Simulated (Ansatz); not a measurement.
# BiAs: pressure up to the limit of the methods

An exercise on one series of results from a longer session: the logs are not shown, and one member is left open.

Computed with Ansatz 0.2.0 (DFT PBEsol, with the methods named in each step, unless a step's input says otherwise).

**The starting structure**

Symmetry: Pm-3m, No. 221, cubic system. The conventional cell has a = 3.242 Å, b = 3.242 Å, c = 3.242 Å, α = 90.00°, β = 90.00°, γ = 90.00°. Around Bi (site symmetry m-3m) lie 8 As at 2.81 Å. As (site symmetry m-3m) is surrounded by 8 Bi at 2.81 Å.

As a file:

```
Bi As
1.0
     3.24215    0.00000    0.00000
     0.00000    3.24215    0.00000
     0.00000    0.00000    3.24215
Bi As
1 1
Direct
  0.00000 0.00000 0.00000
  0.50000 0.50000 0.50000
```

Whether this phase is the stable one at these pressures isn't tested.

Atoms are numbered in the order of the input: Bi1, As2.

The first run:

Input file input.yaml:

```yaml
crystal:
  lattice:
    - [3.2421526358, 0.0, 0.0]
    - [0.0, 3.2421526358, 0.0]
    - [0.0, 0.0, 3.2421526358]
  atoms:
    - { symbol: Bi, position: [0.0, 0.0, 0.0] }
    - { symbol: As, position: [0.5, 0.5, 0.5] }
kpoints:
  mp_grid: { grid: [12, 12, 12] }
scf:
  occupations: { method: fermi_dirac, width: 0.08 }
hamiltonian:
  xc: pbesol
  pseudopotentials: { kind: paw }
output:
  forces: true
  stress: true
relax:
  f_tol: 0.005
  max_steps: 40
  cell: {}
```

The run is started by

```sh
ansatz run input.yaml --threads 1 --pin off --max-ram 2048MiB --backend cpu --events-out ev --progress --plain --runs-dir out
```

Among the steps run: Cell relaxed at zero pressure, PAW; Volume scaled by 1, PAW; Volume scaled by 0.92, PAW; Volume scaled by 0.84, PAW; Volume scaled by 0.76, PAW; Volume scaled by 0.68, PAW; Volume scaled by 0.6, PAW; Volume scaled by 0.52, PAW; Volume scaled by 0.45, PAW; Volume scaled by 0.45, PAW (source ansatz).

One table of the session follows, with a row left open; its other results are not shown here.

```
             method  volume over the first  volume (Å³/atom)  pressure (GPa)
                PAW                      1            23.911            0.00
                PAW                   0.92            21.998            7.60
                PAW                   0.84            20.085           19.42
                PAW                   0.76            18.172           38.32
                PAW                   0.68                 ?               ?
                PAW                    0.6            14.346          120.80
                PAW                   0.52            12.434          213.60
                PAW                   0.45            10.760          360.68
PAW (source ansatz)                   0.45            10.760          360.78
```

Estimate the missing values for PAW, 0.68.

**Answer.** volume (Å³/atom): 16.259; pressure (GPa): 69.09. In the column «volume (Å³/atom)» it lies between PAW, 0.6 (14.346) and PAW, 0.76 (18.172).
